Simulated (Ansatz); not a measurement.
# B9N9 ((BN)9 cage of four- and six-membered rings): the cost of one run

The runs use Ansatz 0.2.0, Gaussian basis; RKS PBE0-D4/def2-SVP.

The runs, in order: relaxation at PBE-D4/def2-SVP; a single point at PBE0-D4/def2-SVP.

5 further runs of the same task are left out: 5 that didn't finish.

## Step 1: The system as given

18 atoms, charge 0, spin multiplicity 1.

Atoms are counted from 1 here; the program's logs count them from 0.

Bond lengths: B1–N2 1.460 Å, B1–N4 1.463 Å, B1–N6 1.461 Å, N2–B3 1.494 Å, N2–B9 1.427 Å, B3–N4 1.491 Å, B3–N14 1.427 Å, N4–B5 1.491 Å, B5–N6 1.494 Å, B5–N15 1.427 Å, N6–B7 1.427 Å, B7–N8 1.491 Å, B7–B11 1.886 Å, B7–N12 1.494 Å, N8–B9 1.491 Å, N8–B11 1.463 Å and more. Angles: N2–B1–N4 100.9°, N2–B1–N6 125.8°, N4–B1–N6 100.8°, B1–N2–B3 79.4°, B1–N2–B9 111.3°, B3–N2–B9 115.9°, N2–B3–N4 98.0°, N2–B3–N14 122.5° and more.

Geometry (Å):

```xyz
18
B9N9
B     0.0027    1.9857    0.2183
N    -1.2981    1.4684   -0.1982
B    -1.1736    0.8456    1.1543
N     0.0011    1.6268    1.6363
B     1.1735    0.8412    1.1558
N     1.3023    1.4634   -0.1958
B     1.1763    0.5763   -1.3064
N     0.0035    0.6041   -2.2260
B    -1.1712    0.5807   -1.3083
N    -1.3001   -0.9013   -1.1721
B     0.0009   -0.8036   -1.8286
N     1.3003   -0.9064   -1.1699
B    -1.1761   -1.4197    0.1516
N    -1.3021   -0.5597    1.3666
N     1.2976   -0.5644    1.3687
B     1.1710   -1.4244    0.1535
N    -0.0045   -2.2306    0.5901
B    -0.0035   -1.1820    1.6100
```

The start is a GFN2-xTB geometry.

## Step 2: Relaxation at PBE-D4/def2-SVP

Input file in.yaml:

```yaml
crystal:
  periodic: [false, false, false]
  atoms:
    - {symbol: B, position_ang: [0.002660, 1.985680, 0.218260]}
    - {symbol: N, position_ang: [-1.298060, 1.468380, -0.198190]}
    - {symbol: B, position_ang: [-1.173570, 0.845630, 1.154260]}
    - {symbol: N, position_ang: [0.001070, 1.626770, 1.636350]}
    - {symbol: B, position_ang: [1.173480, 0.841160, 1.155810]}
    - {symbol: N, position_ang: [1.302330, 1.463400, -0.195850]}
    - {symbol: B, position_ang: [1.176310, 0.576310, -1.306380]}
    - {symbol: N, position_ang: [0.003490, 0.604090, -2.226010]}
    - {symbol: B, position_ang: [-1.171210, 0.580680, -1.308330]}
    - {symbol: N, position_ang: [-1.300100, -0.901270, -1.172050]}
    - {symbol: B, position_ang: [0.000900, -0.803610, -1.828610]}
    - {symbol: N, position_ang: [1.300300, -0.906390, -1.169910]}
    - {symbol: B, position_ang: [-1.176110, -1.419680, 0.151610]}
    - {symbol: N, position_ang: [-1.302140, -0.559700, 1.366650]}
    - {symbol: N, position_ang: [1.297610, -0.564410, 1.368730]}
    - {symbol: B, position_ang: [1.171030, -1.424360, 0.153530]}
    - {symbol: N, position_ang: [-0.004490, -2.230650, 0.590090]}
    - {symbol: B, position_ang: [-0.003520, -1.182030, 1.610050]}
basis:
  gaussian: {orbitals: def2-SVP}
hamiltonian: {xc: pbe, dispersion: d4}
scf: {lower_state_search: "off"}
output: {orbitals: {seedname: orbitals}}
relax: {f_tol: 0.03, max_steps: 70}
```

Run with:

```console
> ansatz run in.yaml --threads 4 --pin off --events-out ev --progress --plain --max-ram 6963MiB
```

Q: Estimate wall time and peak memory on 4 threads of AMD EPYC 9R45, shared host.

About 11 s, with a peak of 0.6 GiB.
